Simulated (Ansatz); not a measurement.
# In3Cu, space group Pm-3m: a comparison of functionals at one structure

Program: Ansatz 0.2.0, Python API.

Notebook, run cell by cell (the value of a cell's last expression is shown):

In [1]:
```python
import warnings

import ansatz as az
from tabulate import tabulate

params = {
    "smearing_width": 0.2,
    "mesh": (5, 5, 5),
}

warnings.simplefilter("ignore", az.DeckWarning)
```

In [2]:
```python
system = (
    az.Lattice.cubic(4.48277)
    .space_group(221)
    .atom("In", (0.0, 0.5, 0.5))
    .atom("Cu", (0.0, 0.0, 0.0))
)
```

In [3]:
```python
calculation = (
    system.calculation()
    .occupations(az.OccupationsMethod.GAUSSIAN, width=params["smearing_width"])  # fractional filling near the Fermi level
    .kpoints(mesh=params["mesh"])
    .stress()  # GPa
)

rows = []
for value in ["r2scan", "rpbe", "blyp", "revpbe", "pbe"]:
    report = calculation.functional(value).run(threads=1, backend="cpu").report
    rows.append((value, report["free_energy_ev"] / len(report["lattice"]["sites"]), report["n_iterations"], sum(report["stress_gpa"][i][i] for i in range(3)) / 3, report["n_kpoints"]))
```

In [4]:
```python
print(tabulate(rows, headers=["functional", "F/atom (eV)", "iterations", "P (GPa)", "k-points"], floatfmt=".4f", tablefmt="simple"))
```
```text
functional      F/atom (eV)    iterations    P (GPa)    k-points
------------  -------------  ------------  ---------  ----------
r2scan           -5866.4791             8    -1.6012          10
rpbe             -5862.1110             6     2.8640          10
blyp             -5868.6736             9     5.5060          10
revpbe           -5859.9183             6     2.2951          10
pbe              -5854.4958             7     0.8055          10
```

From lowest to highest: r2SCAN (-1.6 GPa), PBE (0.8 GPa), revPBE (2.3 GPa), RPBE (2.9 GPa) and BLYP (5.5 GPa). At a fixed cell a lower pressure usually means a smaller equilibrium volume, so r2SCAN prefers the smallest cell and BLYP the largest.

Reading the output:
- BLYP can be off by several per cent in the lattices of metals, and by several GPa in the pressure at a fixed cell.
- For a metal this k-point mesh is coarse: on a finer one energies can move by several to tens of meV an atom and pressures by half a GPa or more, differences at one mesh by less.
- Pressure is positive in compression.
- The structure comes from a database of computed cells and needn't be a stable or known phase.
- Total energies of different functionals can't be compared; pressures, moments and gaps at this one structure can.
- Hardware and time: 14 s on 1 thread of Arm Neoverse V2, on a shared host, peak memory 0.61 GiB.

(Lines on the test bed's own set-up are left out of the output.)
